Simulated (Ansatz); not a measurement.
**C5H6N2: harmonic frequencies at the relaxed geometry, by script**

The task is harmonic frequencies at the relaxed geometry, for C5H6N2.

Program: Ansatz 0.2.0 through its Python package. Level of theory: r2SCAN/def2-SVP. These are calculated values, not measurements.

**1. The structure**

Bond lengths: N1–C2 1.399 Å, C2–C3 1.392 Å, C3–C4 1.393 Å, C4–C5 1.388 Å, C5–C6 1.383 Å, C2–N7 1.342 Å, C6–N7 1.351 Å, N1–H8 1.015 Å, N1–H9 1.015 Å, C3–H10 1.084 Å, C4–H11 1.086 Å, C5–H12 1.084 Å, C6–H13 1.086 Å. Angles (14 of 19 angles, heavy atoms first): N1–C2–C3 120.0°, N1–C2–N7 117.7°, C3–C2–N7 122.3°, C2–C3–C4 119.1°, C3–C4–C5 119.2°, C4–C5–C6 117.9°, C5–C6–N7 123.9°, C2–N7–C6 117.7°, C2–N1–H8 109.5°, C2–N1–H9 109.5°, C2–C3–H10 120.9°, C4–C3–H10 120.0°, C3–C4–H11 120.4°, C5–C4–H11 120.5°.

No structure file is read: the coordinates are typed or built in the script.

**2. The code**

c5h6n2_freq.py reads:

```python
# -*- coding: utf-8 -*-
"""Vibrations and zero-point energy of C5H6N2."""

import itertools

import ansatz
from ase import Atoms
from ase.data import atomic_numbers, covalent_radii
from ase.thermochemistry import IdealGasThermo
import numpy as np

BASIS_SET = "def2-SVP"
XC = "r2scan"

GEOMETRY = """
N     2.24830   -0.70430    0.12340
C     0.88070   -0.41500    0.07050
C     0.45330    0.89250   -0.13950
C    -0.91310    1.15980   -0.18900
C    -1.81250    0.11540   -0.02760
C    -1.30020   -1.15340    0.17670
N     0.02060   -1.43330    0.22790
H     2.68570   -0.43240   -0.75080
H     2.67740   -0.17410    0.87450
H     1.16770    1.69840   -0.26400
H    -1.26910    2.17260   -0.35180
H    -2.88280    0.28290   -0.05970
H    -1.95600   -2.00890    0.30930
"""

mol = ansatz.Crystal.molecule()
for line in GEOMETRY.strip().splitlines():
    symbol, *xyz = line.split()
    mol = mol.atom(symbol, [float(v) for v in xyz])

base = mol.calculation().basis(gaussian=BASIS_SET).functional(XC)
symbols = [site.symbol for site in mol.cartesian_sites]
start = np.array([site.position_ang for site in mol.cartesian_sites], dtype=float)
report = base.relax(force_tolerance=0.003).run(threads=1).report
end = np.array(report["positions_ang"])

# pairs closer than 1.2 times the sum of covalent radii, before or after
radius = [covalent_radii[atomic_numbers[s]] for s in symbols]
span = lambda where, i, j: np.linalg.norm(where[i] - where[j])
bonded = [(i, j) for i, j in itertools.combinations(range(len(symbols)), 2) if min(span(start, i, j), span(end, i, j)) < 1.2 * (radius[i] + radius[j])]
print("pair        before    after (A)")
for i, j in bonded:
    print(f"{symbols[i]}{i}-{symbols[j]}{j}".ljust(10), f"{span(start, i, j):8.4f} {span(end, i, j):8.4f}")

# same settings at the minimum
minimum = ansatz.Crystal.molecule()
for symbol, place in zip(symbols, end):
    minimum = minimum.atom(symbol, place.tolist())
vibrating = (
    minimum.calculation()
    .basis(gaussian=BASIS_SET)  # the orbital basis, by name
    .functional(XC)
    .phonons(temperatures=(100, 500, 100))
)
vib = vibrating.run(threads=1).report["vibrations"]
sums = vib["harmonic_sums"]
modes = [m["omega_inv_cm"] for m in sums["modes_at_gamma"] if m["rigid_motion"] == "no"]
print("frequencies (1/cm):", " ".join(f"{w:.0f}" for w in modes))
print("imaginary modes:", sum(w < 0 for w in modes), " zero-point energy:", round(sums["zero_point_energy_ev"], 4), "eV")
# rigid rotor and ideal gas, symmetry number taken as one
gas = IdealGasThermo(vib_energies=[w / 8065.544 for w in modes if w > 0], geometry="linear" if len(modes) == 3 * len(symbols) - 5 else "nonlinear",
                     atoms=Atoms(symbols, positions=end), symmetrynumber=1, spin=0.0)
print(f"H(298 K) - E = {gas.get_enthalpy(298.15, verbose=False):.4f} eV")
print(f"S(298 K, 1 bar) = {96485.33 * gas.get_entropy(298.15, 1e5, verbose=False):.1f} J/(mol K) with symmetry number 1")
```

**3. What the engine is handed**

The package turns the script's settings into the engine's input (first run):

```yaml
crystal:
  periodic: [false, false, false]
  atoms:
    - { symbol: "N", position_ang: [2.2483, -0.7043, 0.1234] }
    - { symbol: C, position_ang: [0.8807, -0.415, 0.0705] }
    - { symbol: C, position_ang: [0.4533, 0.8925, -0.1395] }
    - { symbol: C, position_ang: [-0.9131, 1.1598, -0.189] }
    - { symbol: C, position_ang: [-1.8125, 0.1154, -0.0276] }
    - { symbol: C, position_ang: [-1.3002, -1.1534, 0.1767] }
    - { symbol: "N", position_ang: [0.0206, -1.4333, 0.2279] }
    - { symbol: H, position_ang: [2.6857, -0.4324, -0.7508] }
    - { symbol: H, position_ang: [2.6774, -0.1741, 0.8745] }
    - { symbol: H, position_ang: [1.1677, 1.6984, -0.264] }
    - { symbol: H, position_ang: [-1.2691, 2.1726, -0.3518] }
    - { symbol: H, position_ang: [-2.8828, 0.2829, -0.0597] }
    - { symbol: H, position_ang: [-1.956, -2.0089, 0.3093] }
basis:
  gaussian:
    orbitals: def2-SVP
hamiltonian:
  xc: r2scan
relax:
  f_tol: 0.003
```

**4. Running it**

Started as:

```sh
$ python c5h6n2_freq.py
```

Without the output at hand: what should come out? Wanted: moves of the relaxation of run 1; energy gained in run 1; last largest force component of run 1; highest frequency; imaginary modes; zero-point energy.

The runs gave:

| quantity | value |
| --- | --- |
| runs compared | 2 |
| moves of the relaxation of run 1 | 22 |
| energy gained in run 1 | 0.674 eV |
| last largest force component of run 1 | 0.0025 eV/Å |
| highest frequency | 3725 cm⁻¹ |
| imaginary modes | 0 |
| zero-point energy | 2.862 eV |

Run 1: The relaxation took 22 moves; the largest shift is 1.332 Å, of atom 8 (H). So large a move can change the bonding: the results belong to the relaxed structure. All frequencies are real, so the geometry is a minimum. The values are harmonic; measured fundamentals also hold anharmonic shifts, mostly downward for stretches. The frequencies are harmonic and unscaled, in a modest basis. The entropy takes a symmetry number of 1; a symmetric molecule's is lower by R ln(sigma).
